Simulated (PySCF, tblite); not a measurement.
# C₆H₅BF₂N radical: geometry, infrared bands and EPR parameters

What infrared bands and EPR parameters should C₆H₅BF₂N radical (`[NH]c1cccc(B(F)F)c1`) show?

Programs: tblite 0.8.0 and PySCF 2.14.0, with density-fitted response routines of our own. Each step states its level of theory. These are calculated values for one molecule in the gas phase, unless marked as measured. Atoms are numbered from 0 throughout.

### Step 1. The molecule as given

15 atoms, charge 0, multiplicity 2; geometry from: force field or distance geometry start.

Bonds of the start (Å): N0–C1 1.43, C1–C2 1.39, C2–C3 1.40, C3–C4 1.40, C4–C5 1.40, C5–B6 1.58, B6–F7 1.45, B6–F8 1.45, C5–C9 1.41, C9–C1 1.40, N0–H10 1.04, C2–H11 1.10, C3–H12 1.08, C4–H13 1.09, C9–H14 1.08.

### Step 2. Optimising the geometry with GFN2-xTB

Job settings and geometry (Å):

```
{"job": {"kind": "relax", "xc": "GFN2-xTB", "basis": "xTB"}, "charge": 0, "multiplicity": 2}
N     -1.994100    -2.069800     0.289000
C     -1.212700    -0.885900     0.139500
C     -1.818400     0.359500     0.111000
C     -1.059100     1.529000    -0.038300
C      0.332500     1.431100    -0.118800
C      0.960300     0.179100    -0.088200
B      2.531100     0.081600    -0.197600
F      3.338500     1.277600    -0.331900
F      3.189600    -1.213100    -0.151200
C      0.184300    -0.983300     0.057100
H     -1.575300    -3.019700     0.322700
H     -2.908900     0.437500     0.183400
H     -1.546500     2.490900    -0.051500
H      0.916300     2.341900    -0.234900
H      0.658000    -1.948200     0.087800
```

Run with:

```sh
$ OMP_NUM_THREADS=1 python probes_run.py task.json out
```

This one command runs all jobs of the session in turn.

What it wrote:

```text
step      E/eV     max force
  0    -789.02600    4.811
  1    -789.70243    2.426
  2    -789.91017    2.056
  3    -789.99186    1.155
  4    -790.05018    0.567
  5    -790.06899    0.402
  6    -790.08028    0.248
  7    -790.08458    0.166
  8    -790.08846    0.182
  9    -790.09062    0.109
 10    -790.09143    0.056
 11    -790.09177    0.067
 12    -790.09207    0.060
 13    -790.09232    0.032
 14    -790.09244    0.023
 15    -790.09249    0.024
 16    -790.09254    0.021
 17    -790.09259    0.018
 18    -790.09263    0.019
 19    -790.09265    0.016
 20    -790.09267    0.013
 21    -790.09268    0.011
 22    -790.09270    0.010
 23    -790.09271    0.006
```

It took 0.13 s on 1 thread of Arm Neoverse V2, shared host.

The steps of the relaxation:

| step | energy from step 0 (eV) | largest force (eV/Å) |
| --- | --- | --- |
| 0 | 0.0000 | 4.8109 |
| 1 | -0.6764 | 2.4264 |
| 2 | -0.8842 | 2.0563 |
| 3 | -0.9659 | 1.1554 |
| 4 | -1.0242 | 0.5672 |
| 5 | -1.0430 | 0.4018 |
| 6 | -1.0543 | 0.2484 |
| 7 | -1.0586 | 0.1664 |
| 8 | -1.0625 | 0.1821 |
| 9 | -1.0646 | 0.1086 |
| 10 | -1.0654 | 0.0560 |
| 11 | -1.0658 | 0.0673 |
| 12 | -1.0661 | 0.0596 |
| 13 | -1.0663 | 0.0316 |
| 14 | -1.0664 | 0.0232 |
| 15 | -1.0665 | 0.0235 |
| 16 | -1.0665 | 0.0215 |
| 17 | -1.0666 | 0.0185 |
| 18 | -1.0666 | 0.0194 |
| 19 | -1.0667 | 0.0158 |
| 20 | -1.0667 | 0.0130 |
| 21 | -1.0667 | 0.0108 |
| 22 | -1.0667 | 0.0098 |
| 23 | -1.0667 | 0.0062 |

Close pairs (by a distance rule), those that changed most:

| bond | before (Å) | after (Å) | change (Å) |
| --- | --- | --- | --- |
| B6–F8 | 1.453 | 1.319 | -0.134 |
| B6–F7 | 1.449 | 1.319 | -0.130 |
| N0–C1 | 1.426 | 1.305 | -0.122 |
| C1–C2 | 1.385 | 1.432 | +0.046 |
| C2–C3 | 1.402 | 1.370 | -0.032 |
| C1–C9 | 1.403 | 1.433 | +0.030 |
| C5–C9 | 1.405 | 1.384 | -0.021 |
| N0–H10 | 1.039 | 1.018 | -0.021 |

The end geometry stands in the next job.

### Step 3. Infrared spectrum with GFN2-xTB

Job settings and geometry (Å):

```
{"job": {"kind": "ir", "xc": "GFN2-xTB", "basis": "xTB"}, "charge": 0, "multiplicity": 2}
N     -2.005136    -1.970948     0.281323
C     -1.223817    -0.933729     0.153181
C     -1.832622     0.361242     0.108815
C     -1.069545     1.491603    -0.025146
C      0.316521     1.404809    -0.122331
C      0.970614     0.157337    -0.083908
B      2.521673     0.070978    -0.191896
F      3.292049     1.133948    -0.320874
F      3.178804    -1.072150    -0.161562
C      0.204510    -0.987083     0.051467
H     -1.505474    -2.857677     0.305387
H     -2.907502     0.401959     0.185646
H     -1.542128     2.462367    -0.056810
H      0.910173     2.299828    -0.228513
H      0.687466    -1.954494     0.083307
```

What it wrote:

```text
mode    cm-1     km/mol
  1      49.8      0.32
  2     111.1      6.09
  3     113.8      2.28
  4     162.8      1.10
  5     296.2      5.45
  6     342.9      0.14
  7     344.9      1.69
  8     419.7      7.75
  9     443.2      8.56
 10     499.5      5.29
 11     526.4     18.61
 12     591.1    140.69
 13     605.0     70.29
 14     634.2      2.19
 15     683.7      2.29
 16     772.8      6.03
 17     849.9      6.37
 18     882.5      1.29
 19     904.7      4.53
 20     926.0      0.59
 21     956.1      5.24
 22    1085.6     28.31
 23    1098.9     52.00
 24    1138.4     35.15
 25    1175.2      4.26
 26    1260.5     72.70
 27    1271.9    275.24
 28    1279.1    461.44
 29    1332.0     15.24
 30    1343.2     56.01
 31    1411.4     73.25
 32    1468.6     20.11
 33    1512.1     47.60
 34    1540.8     32.97
 35    3070.9     11.55
 36    3082.1     16.32
 37    3099.5     12.88
 38    3111.8      6.57
 39    3338.7     14.50
```

Wall time 0.43 s (1 thread of Arm Neoverse V2, shared host).

The strongest bands and the atoms that carry them (share of the mass-weighted mode):

| cm⁻¹ | km/mol | atoms |
| --- | --- | --- |
| 591 | 140.7 | B6 49 %, C5 27 %, C1 12 % |
| 605 | 70.3 | H10 73 %, H11 12 % |
| 1099 | 52.0 | H10 21 %, H11 19 %, H13 14 % |
| 1260 | 72.7 | H14 38 %, H13 15 %, B6 13 % |
| 1272 | 275.2 | B6 68 %, F7 14 % |
| 1279 | 461.4 | B6 46 %, H12 14 % |
| 1343 | 56.0 | C5 33 %, C2 18 % |
| 1411 | 73.2 | C1 24 %, C3 18 %, C5 14 % |

### Step 4. g tensor and hyperfine couplings: B3LYP/pcH-1

Same as in step 3 but for these lines:

```diff
@@ -1,2 +1,2 @@
-{"job": {"kind": "ir", "xc": "GFN2-xTB", "basis": "xTB"}, "charge": 0, "multiplicity": 2}
+{"job": {"kind": "epr", "basis": "pcH-1"}, "charge": 0, "multiplicity": 2}
 N     -2.005136    -1.970948     0.281323
```

Method: UKS B3LYP, pcH-1 on B C F H N, non-relativistic, mean-field spin-orbit, GIAO.

What it wrote:

```text
UKS, coarse grid
  cycle   1  E = -510.95382369  |g| = 5.37e-01
  cycle   2  E = -510.84208223  |g| = 8.19e-01
  cycle   3  E = -511.05369095  |g| = 1.05e-01
  cycle   4  E = -511.05794348  |g| = 6.40e-02
  cycle   5  E = -511.06012196  |g| = 1.92e-02
  cycle   6  E = -511.06036159  |g| = 7.80e-03
  cycle   7  E = -511.06044044  |g| = 4.76e-03
  cycle   8  E = -511.06045959  |g| = 2.60e-03
  cycle   9  E = -511.06046504  |g| = 5.81e-04
UKS, final grid
  cycle   1  E = -511.06051189  |g| = 7.81e-04
  cycle   2  E = -511.06051145  |g| = 1.30e-03
  cycle   3  E = -511.06051226  |g| = 1.43e-04
  cycle   4  E = -511.06051228  |g| = 8.78e-05
  cycle   5  E = -511.06051230  |g| = 4.53e-05
  cycle   6  E = -511.06051230  |g| = 1.75e-05
E = -511.06051230 Eh   <S^2> = 0.7889 (exact 0.7500)
g shifts (ppm)      1          2          3
  rmc          -183       -183       -183
  gc            -16         39         37
  oz_so          14        929       3203
  total        -185        785       3057
hyperfine (MHz)  atom isotope    a_iso     a_fc   dipolar eigenvalues
    0   14N      19.94      19.94    -27.46    -26.83     54.29
    1   13C     -41.56     -41.56    -22.21      7.65     14.56
    2   13C      24.23      24.23    -21.75    -21.26     43.01
    3   13C     -24.39     -24.39    -18.34      8.23     10.11
    4   13C      29.90      29.90    -26.42    -24.41     50.83
    5   13C     -22.12     -22.12    -16.46      7.34      9.12
    6   11B       3.84       3.84     -1.57      0.60      0.97
    7   19F      -1.16      -1.16     -8.39      3.14      5.26
    8   19F      -1.99      -1.99    -11.07      4.48      6.59
    9   13C      26.94      26.94    -23.53    -23.10     46.63
   10    1H     -38.48     -38.48    -31.24     -6.61     37.85
   11    1H     -18.60     -18.60     -7.55     -2.45     10.00
   12    1H       7.65       7.65     -2.67     -1.15      3.82
   13    1H     -21.82     -21.82    -12.99     -0.37     13.36
   14    1H     -19.78     -19.78     -9.16     -2.12     11.28
```

Run time: 1.8 min. Hardware: 1 thread of Arm Neoverse V2, shared host; peak memory 0.97 GiB.

Principal g values 2.00213, 2.00310, 2.00538; g(iso) = 2.00354, against 2.00232 for a free electron.

Hyperfine couplings; where a row names several nuclei, a(iso) is their mean (it holds for fast rotation or exchange) and the dipolar term the largest among them:

| nuclei | isotope | a(iso) (MHz) | a(iso) (G, at g = 2.0023) | largest dipolar term (MHz) |
| --- | --- | --- | --- | --- |
| C1 | 13C | -41.6 | -14.8 | -22.2 |
| H10 | 1H | -38.5 | -13.7 | 37.8 |
| C4 | 13C | 29.9 | 10.7 | 50.8 |
| C9 | 13C | 26.9 | 9.6 | 46.6 |
| C3 | 13C | -24.4 | -8.7 | -18.3 |
| C2 | 13C | 24.2 | 8.6 | 43.0 |
| C5 | 13C | -22.1 | -7.9 | -16.5 |
| H13 | 1H | -21.8 | -7.8 | 13.4 |
| N0 | 14N | 19.9 | 7.1 | 54.3 |
| H14 | 1H | -19.8 | -7.1 | 11.3 |
| H11 | 1H | -18.6 | -6.6 | 10.0 |
| H12 | 1H | 7.7 | 2.7 | 3.8 |
| B6 | 11B | 3.8 | 1.4 | -1.6 |
| F7, F8 | 19F | -1.6 | -0.6 | -11.1 |

Mulliken spin populations:

N0 0.59; C1 -0.17; C2 0.29; C3 -0.15; C4 0.34; C5 -0.15; B6 0.00; F7 0.00; F8 0.00; C9 0.32; H10 -0.02; H11 -0.01; H12 0.01; H13 -0.02; H14 -0.01

In first order the couplings over 0.8 MHz of 1H, 14N, 11B, 19F give 1054 distinct lines over 57.4 G, if the averaged nuclei exchange fast.

The fields below are evaluated on a grid from the run's orbitals.

ELF in a plane through or near 15 of the atoms.

Ten even steps from ' ' (0.00) to '@' (1.00):
```
                                                        
                                                        
                              ::--..                    
                            ##@@@@@@--                  
                ..**##==    %%@@@@@@==                  
                **@@@@@@==  ##@@@@%%..                  
                ..@@@@@@##**++..++--..--####::          
        ..++**--  ::##****==**::####**@@@@@@%%          
      ..++%%%%##..  --##%%++--==****::@@@@@@%%          
      ::##**--##--**##::::++  ..##%%**==--::            
      ::++####--::++@@--..##==++++++**..                
            ..::..--##++%%==..@@::==##**%%%%##..        
          ++%%**%%--    ++++==**==##++##@@@@%%--        
        ::##%%--%%**  ::@@@@@@::  **%%%%%%##**..        
          --++##**==  ..@@@@@@  ..@@@@@@++....          
              ....      **%%--  ..%%@@@@==              
                          ..      --##++..              
                                                        
                                                        
                                                        
```
The map spans 12.2 Å across and 10.7 Å up, centred on the molecule. Atoms in the plane (x, y in Å): N0 (2.4, -1.5), C1 (1.4, -0.6), C2 (1.7, 0.8), C3 (0.7, 1.7), C4 (-0.6, 1.3), C5 (-1.0, -0.1), B6 (-2.5, -0.5), F7 (-3.5, 0.4), F8 (-2.9, -1.7), C9 (0.0, -1.0), H10 (2.1, -2.5), H11 (2.8, 1.0), H12 (1.0, 2.7), H13 (-1.4, 2.0), H14 (-0.2, -2.1).

log10 of the density (e/Å³) in the same plane.

Values, 10 rows by 14 columns:
```
-4.0 -4.0 -4.0 -4.0 -4.0 -4.0 -4.0 -4.0 -4.0 -4.0 -4.0 -4.0 -4.0 -4.0
-4.0 -4.0 -4.0 -4.0 -4.0 -3.6 -3.4 -2.6 -2.4 -3.0 -4.0 -4.0 -4.0 -4.0
-4.0 -4.0 -4.0 -3.8 -2.5 -1.7 -1.8 -0.9 -0.4 -1.7 -3.1 -3.9 -4.0 -4.0
-4.0 -4.0 -2.6 -1.9 -1.5  0.1  0.0  0.2  0.2 -0.9 -1.3 -2.3 -3.8 -4.0
-4.0 -2.6 -0.6  0.7 -0.7 -0.4  0.3 -0.3  0.2  0.5  0.0 -1.5 -3.5 -4.0
-4.0 -2.6 -0.8  0.3  0.7  0.2  0.6 -0.2  0.2 -0.1 -1.1 -1.9 -3.6 -4.0
-4.0 -3.7 -1.7  0.4  0.5 -0.9 -0.2  0.3 -0.2  0.5  0.4 -1.1 -3.1 -4.0
-4.0 -4.0 -2.2 -0.5 -0.4 -1.6 -0.9 -0.9 -1.2  0.2 -0.7 -1.9 -3.8 -4.0
-4.0 -4.0 -4.0 -2.9 -2.8 -3.3 -2.7 -2.6 -2.5 -1.8 -2.3 -3.4 -4.0 -4.0
-4.0 -4.0 -4.0 -4.0 -4.0 -4.0 -4.0 -4.0 -4.0 -4.0 -4.0 -4.0 -4.0 -4.0
```
The map spans 12.2 Å across and 10.7 Å up, centred on the molecule. Atoms in the plane (x, y in Å): N0 (2.4, -1.5), C1 (1.4, -0.6), C2 (1.7, 0.8), C3 (0.7, 1.7), C4 (-0.6, 1.3), C5 (-1.0, -0.1), B6 (-2.5, -0.5), F7 (-3.5, 0.4), F8 (-2.9, -1.7), C9 (0.0, -1.0), H10 (2.1, -2.5), H11 (2.8, 1.0), H12 (1.0, 2.7), H13 (-1.4, 2.0), H14 (-0.2, -2.1).

On the surface of density 0.002 e/bohr³ the electrostatic potential runs, from the 1st to the 99th percentile, from -1.64 V near N0 to 1.68 V near B6.

The spin density lies nearest to N0 32 %; C2, C4, C9 about 14 % each; C1, C3, C5 about 6 % each (beta excess).

### Step 5. Results

| quantity | value |
| --- | --- |
| strongest single infrared mode (GFN2-xTB) | 1279 cm⁻¹, 461 km/mol |
| zero-point energy (GFN2-xTB) | 62.5 kcal/mol |
| g(iso) (B3LYP) | 2.00354 |
| ⟨S²⟩ | 0.789 (exact 0.75) |
| largest a(iso) (averaged by class) | 13C on C1, -41.6 MHz |
| surface potential, 1st and 99th percentile | -1.64 V and 1.68 V |

In words: Relaxing lowered the energy by 1.067 eV in 23 steps; the close pair that moved most is B6–F8, from 1.453 to 1.319 Å. All 39 modes are real, so the xTB geometry is a minimum. The strongest single mode, at 1279 cm⁻¹, is spread over many atoms; the largest shares are those of B6, H12. Unscaled tight-binding wavenumbers are off by several per cent, some by more. Its intensities can rank the bands wrongly. The largest share of the spin, 0.59 e, sits on N0. The isotropic g lies 1.2 ppt above the free-electron value.
